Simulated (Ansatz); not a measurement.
**AsH2+ (singlet): from Hartree-Fock to the top rungs at angle H2–As1–H3 = 87.0°, cc-pVDZ**

How much of the correlation energy of AsH2+ (singlet) does each wave-function method recover here?

Method: cc-pVDZ, core rule «outside noble gas», up to 14 orbitals frozen; program: Ansatz 0.2.0, Gaussian basis.

To be run: UHF; CCSD(T) on RHF; CCSD(T) on UHF; BCCD(T) on RHF; CISD; CCSDT(Q) on RHF; CCSDT(Q) on UHF; CCSDTQ on RHF; CASSCF and MRCISD+Q, 2 electrons in 2 orbitals; CASSCF and NEVPT2, 2 electrons in 2 orbitals; CASSCF and MRCISD+Q, 6 electrons in 6 orbitals; CASSCF and NEVPT2, 6 electrons in 6 orbitals; Full CI.

11 further runs of the same task are left out: 8 that didn't finish, 3 set aside as unsound or not needed.

## (1) The system

The geometry derives from a PBE0/def2-TZVP stationary point (not a proven minimum). One angle is set to the value named; bond lengths are kept. No spin-orbit coupling is included. The filled d shell of As may be among the frozen orbitals whatever the setting's name suggests; the logs give the count.

3 atoms, charge 1, spin multiplicity 1.

Atoms are counted from 1 here; the program's logs count them from 0.

Bond lengths: As1–H2 1.530 Å, As1–H3 1.530 Å. Angles: H2–As1–H3 87.0°.

As a file:

```xyz
3
charge 1, multiplicity 1
As    0.0000   -0.0291    0.0000
H     0.0000    1.0807   -1.0531
H     0.0000    1.0807    1.0531
```

## (2) UHF

Input file in.yaml:

```yaml
crystal:
  periodic: [false, false, false]
  atoms:
    - {symbol: As, position_ang: [0.000000, -0.029078, 0.000000]}
    - {symbol: H, position_ang: [0.000000, 1.080709, -1.053146]}
    - {symbol: H, position_ang: [0.000000, 1.080706, 1.053149]}
basis:
  gaussian: {orbitals: cc-pVDZ}
total_charge: 1
magnetization: {spin_polarized: true, initial_magnetization: 0}
hamiltonian: {xc: hf}
output: {orbitals: {seedname: orbitals}}
```

Launch:

```console
> ansatz run in.yaml --threads 1 --pin off --events-out ev --progress --plain --max-ram 2393MiB
```

Further steps of the session: CCSD(T) on RHF; CCSD(T) on UHF; BCCD(T) on RHF; CISD; CCSDT(Q) on RHF; CCSDT(Q) on UHF; CCSDTQ on RHF; CASSCF and MRCISD+Q, 2 electrons in 2 orbitals; CASSCF and NEVPT2, 2 electrons in 2 orbitals; CASSCF and MRCISD+Q, 6 electrons in 6 orbitals; CASSCF and NEVPT2, 6 electrons in 6 orbitals; Full CI.

Before running them: what should the planned runs give, taken together? Wanted: FCI below the RHF energy; RMP2 from FCI; RCCSD from FCI; RCCSD(T) from FCI; RCCSDT(Q) from FCI; NEVPT2 pair from FCI; NEVPT2 valence from FCI; MRCISD+Q valence from FCI; T1 diagnostic.

The runs gave:

```
                         quantity                                                            value
         FCI below the RHF energy                                                       -3.2394 eV
                    RMP2 from FCI                                                     +77.9 kJ/mol
                   RCCSD from FCI                                                      +7.2 kJ/mol
                RCCSD(T) from FCI                                                      +1.6 kJ/mol
               RCCSDT(Q) from FCI                                                      +0.1 kJ/mol
             NEVPT2 pair from FCI                                                     +71.6 kJ/mol
          NEVPT2 valence from FCI                                                     +47.3 kJ/mol
        MRCISD+Q valence from FCI                                                      +0.1 kJ/mol
levels within 1 kcal/mol (43 meV)  RCCSD(T), BCCD(T), RCCSDT, RCCSDT(Q), RCCSDTQ, MRCISD+Q valence
                    T1 diagnostic                                                            0.012
   effectively unpaired electrons                                                             0.06
```

What this shows: RCCSD(T) misses by +1.6 kJ/mol, 0.5 % of the correlation energy. One determinant dominates. Of the multireference levels listed MRCISD+Q valence comes nearest in total energy (+0.1 kJ/mol), which doesn't show that its space is the better one. These misses are within one basis, not against nature.
